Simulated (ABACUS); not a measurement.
The system is NaLaMnMoO6.

```
Na La Mn Mo O
1.0
    -2.72294    2.72294    3.89889
     2.72294   -2.72294    3.89889
     2.72294    2.72294   -3.89889
Na La Mn Mo O
1 1 1 1 6
Cartesian
  2.7229 0.0000 1.9494
  0.0000 2.7229 1.9494
  0.0000 0.0000 3.8989
  0.0000 0.0000 0.0000
  1.6123 1.1308 0.0001
  1.5921 -1.1106 3.8988
  1.1106 1.5921 3.8990
  1.1308 3.8336 -0.0001
  0.0000 0.0000 1.9646
  0.0000 0.0000 5.8332
```

The cell was built by a generator and needn't be a form met in nature.

Base run:

| Quantity | Value |
| --- | --- |
| Program | ABACUS 3.10.1 |
| Functional | PBE |
| Potentials or basis | PseudoDojo NC SR 0.4.1 PBE standard |
| Cutoff | 1510 eV |
| Density cutoff | 6041 eV |
| Basis | TZDP LCAO (the cutoffs set its grid) |
| k mesh | 7 × 7 × 7 |
| Occupations | fermi-dirac, width 0.05 eV |
| Spin | collinear spin, ferromagnetic start |
| Starting moments | [0.0, 0.0, 4.0, 1.0, 0.0, 0.0, 0.0, 0.0, 0.0, 0.0] μB |

Its results: band gap on the k mesh none (metal or under the smearing width); pressure 1.3 GPa; net moment 2.21 μB per cell; site moments Na -0.01; La -0.08; Mn +3.07; Mo -0.76; O -0.01, +0.01, +0.00 μB; largest force 0.160 eV/Å.

Task: The run is repeated on the same cell with these changes: basis from TZDP LCAO (the cutoffs set its grid) to DZP LCAO (the cutoffs set its grid). What comes out?

Result: Band gap on the k mesh none (metal or under the smearing width); pressure 2.1 GPa; net moment 2.21 μB per cell; site moments Na +0.00; La -0.04; Mn +2.88; Mo -0.63; O -0.01, +0.01, -0.00 μB; largest force 0.123 eV/Å.

Caveats: the atomic orbitals were generated for these runs and aren't a published set; the basis of atomic orbitals isn't converged, which shifts pressures, moduli and gaps; a cell with one magnetic atom can't hold antiferromagnetic order, which such compounds often take; semilocal functionals often make such compounds metallic where correlation or magnetic order opens a gap, which also shifts bond lengths.
